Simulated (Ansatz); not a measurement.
Relaxation of a periodic cell of 17 atoms, Mg₈HO₈ (host MgO, host structure Fm-3m, interstitial H), cell charge +1, to a largest force component of 0.03 eV/Å in at most 60 steps.

Computed with Ansatz 0.2.0, DFT PBEsol, scalar-relativistic, plane waves, PAW. Settings: PAW set soft_1, cutoff 420 eV, k mesh 2x2x2, gaussian smearing 0.05 eV, no spin polarisation.

```xyz
17
Lattice="0.0000 4.4080 4.4080 4.4080 0.0000 4.4080 4.4080 4.4080 0.0000" Properties=species:S:1:pos:R:3:forces:R:3
Mg 0.000 0.000 0.000 -1.23 -1.18 1.20
O 2.204 2.204 2.204 0.00 0.00 0.00
Mg 2.204 2.204 0.000 1.19 1.24 1.21
O 4.408 4.408 2.204 0.00 0.00 0.00
Mg 2.204 0.000 2.204 -0.67 0.67 0.69
O 4.408 2.204 4.408 0.51 -0.51 -0.50
Mg 4.408 2.204 2.204 -1.17 1.17 -1.15
O 6.612 4.408 4.408 0.00 0.00 0.00
Mg 0.000 2.204 2.204 0.67 -0.66 0.65
O 2.204 4.408 4.408 -0.55 0.56 -0.56
Mg 2.204 4.408 2.204 1.23 -1.23 -1.26
O 4.408 6.612 4.408 0.00 0.00 0.00
Mg 2.204 2.204 4.408 -0.66 -0.69 -0.67
O 4.408 4.408 6.612 0.53 0.52 0.52
Mg 4.408 4.408 4.408 0.69 0.65 -0.67
O 6.612 6.612 6.612 -0.52 -0.54 0.53
H 5.524 5.500 7.716 -0.02 0.01 0.00
```

Task: Where does it end, and by what steps?

Result: The forces met the threshold. Limits of this set-up: coarse k mesh, PAW files made for another functional, a small cell, in which the defect meets its images, charged cell in a uniform background, uncorrected. After 12 steps the energy has fallen by 2.280 eV; H17 moved furthest, 0.95 Å. Parted: Mg7–H17 (1.92 → 2.89 Å). Joined: O10–H17 (1.89 → 0.98 Å).

| step | energy less start (eV) | largest force component (eV/Å) | accepted |
| --- | --- | --- | --- |
| 0 | 0.0000 | 1.257 | yes |
| 1 | -0.6503 | 0.240 | yes |
| 2 | -0.7066 | 0.168 | yes |
| 3 | -0.7211 | 0.154 | yes |
| 4 | -0.7781 | 0.512 | yes |
| 5 | -1.1779 | 1.404 | yes |
| 6 | -1.8556 | 1.744 | yes |
| 7 | -1.6261 | 5.934 | no |
| 8 | -2.1133 | 1.157 | yes |
| 9 | -2.2013 | 0.683 | yes |
| 10 | -2.2629 | 0.241 | yes |
| 11 | -2.2790 | 0.033 | yes |
| 12 | -2.2800 | 0.002 | yes |

```xyz
17
Lattice="0.0000 4.4080 4.4080 4.4080 0.0000 4.4080 4.4080 4.4080 0.0000" Properties=species:S:1:pos:R:3
Mg -0.198 0.000 -0.001
O 2.178 2.251 2.156
Mg 2.204 2.403 -0.001
O 4.361 4.434 2.156
Mg 2.145 0.060 2.206
O 4.409 2.203 4.379
Mg 4.400 2.212 2.196
O 6.553 4.467 4.348
Mg -0.041 2.245 2.163
O 2.228 4.384 4.432
Mg 2.204 4.408 2.004
O 4.361 6.659 4.382
Mg 2.145 2.202 4.348
O 4.409 4.437 6.613
Mg 4.410 4.467 4.348
O 6.583 6.610 6.613
H 6.068 4.953 8.270
```

Whether the end is a true minimum wasn't checked by a vibrational analysis.

The run took 58 s on 1 thread of Arm Neoverse V1, with other jobs on the host, peak memory 0.45 GiB.
